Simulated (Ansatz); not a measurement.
# EuMoN2: one candidate of a structure search

Aim: relax a trial structure of EuMoN2 and see where it ends.

Program: Ansatz 0.2.0. Level of theory: DFT PBE, scalar-relativistic, plane waves, PAW. These are calculated values, not measurements.

1 further run of the same task is left out (it didn't finish).

### 1 The system as given

The structure is trigonal, space group P-3m1 (No. 164). The conventional cell has a = 3.329 Å, b = 3.329 Å, c = 6.045 Å, α = 90.00°, β = 90.00°, γ = 120.00°. Around Eu (site symmetry -3m) lie 6 N at 2.50 Å. Mo (site symmetry -3m) has 6 N at 2.39 Å as nearest neighbours. Around N (site symmetry 3m) lie 3 Mo at 2.39 Å and 3 Eu at 2.50 Å.

Structure file:

```
CELL_PARAMETERS angstrom
3.32897 0.00000 0.00000
-1.66449 2.88297 0.00000
0.00000 0.00000 6.04490
ATOMIC_POSITIONS crystal
Eu 0.00000 0.00000 0.50000
Mo 0.00000 0.00000 0.00000
N 0.33333 0.66667 0.23500
N 0.66667 0.33333 0.76500
```

Recipe of the guess: species swapped into a database cell of LiVS2 (P-3m1, No. 164), with Eu on the Li sites, Mo on the V sites and N on the S sites. Lengths come from tabulated atomic sizes and are only a guess.

### 2 The guess as it stands, on a coarse mesh

input.yaml

```yaml
crystal:
  lattice:
    - [3.32897274, 0.0, 0.0]
    - [-1.66448637, 2.88297496, 0.0]
    - [0.0, 0.0, 6.0448978]
  atoms:
    - { symbol: Eu, position: [0.0, 0.0, 0.5], spin: 7.0 }
    - { symbol: Mo, position: [0.0, 0.0, 0.0], spin: 1.0 }
    - { symbol: "N", position: [0.33333333, 0.66666667, 0.235] }
    - { symbol: "N", position: [0.66666667, 0.33333333, 0.765] }
basis:
  ecutwfc: 420
kpoints:
  mp_grid: { grid: [6, 6, 4] }
hamiltonian:
  xc: pbe
scf:
  occupations: { method: gaussian, width: 0.1 }
  lower_state_search: "off"
output:
  forces: true
  stress: true
  eigenvalues: true
  populations: true
magnetization:
  spin_polarized: true
```

Launch:

```sh
ansatz run input.yaml --threads 1 --pin off --max-ram 2560MiB --backend cpu --events-out ev --progress --plain --runs-dir out
```

The session goes on with these runs: rough relaxation on the coarse mesh; final relaxation.

Before running it: what results should come out? Wanted: conventional cell; volume; energy over the elements; gap on the mesh; total moment.

The runs gave:

| quantity | value |
| --- | --- |
| symmetry at the end (tolerance 0.05 Å) | space group P-3m1 (No. 164) |
| conventional cell | a = 3.134 Å, b = 3.134 Å, c = 5.964 Å, α = 90.00°, β = 90.00°, γ = 120.00° |
| volume | 12.68 Å³/atom |
| energy over the elements (uncorrected; H, N, O, F and Cl as molecules) | -0.47 eV/atom |
| gap on the mesh | none (metal) |
| total moment | 6.73 μB/cell |

**Reading.** The space group P-3m1 (No. 164) is kept, and the volume per atom shrinks by 12.6 % from the first guess. A negative formation energy is needed for stability but isn't enough; other structures and compounds were not set against it here. No finished test with a distortion of lower symmetry is shown, so the end may be a saddle point. Spin-orbit coupling is left out for Eu. The open f shell has no Hubbard U here, which places its levels poorly. Other magnetic orders were not searched.
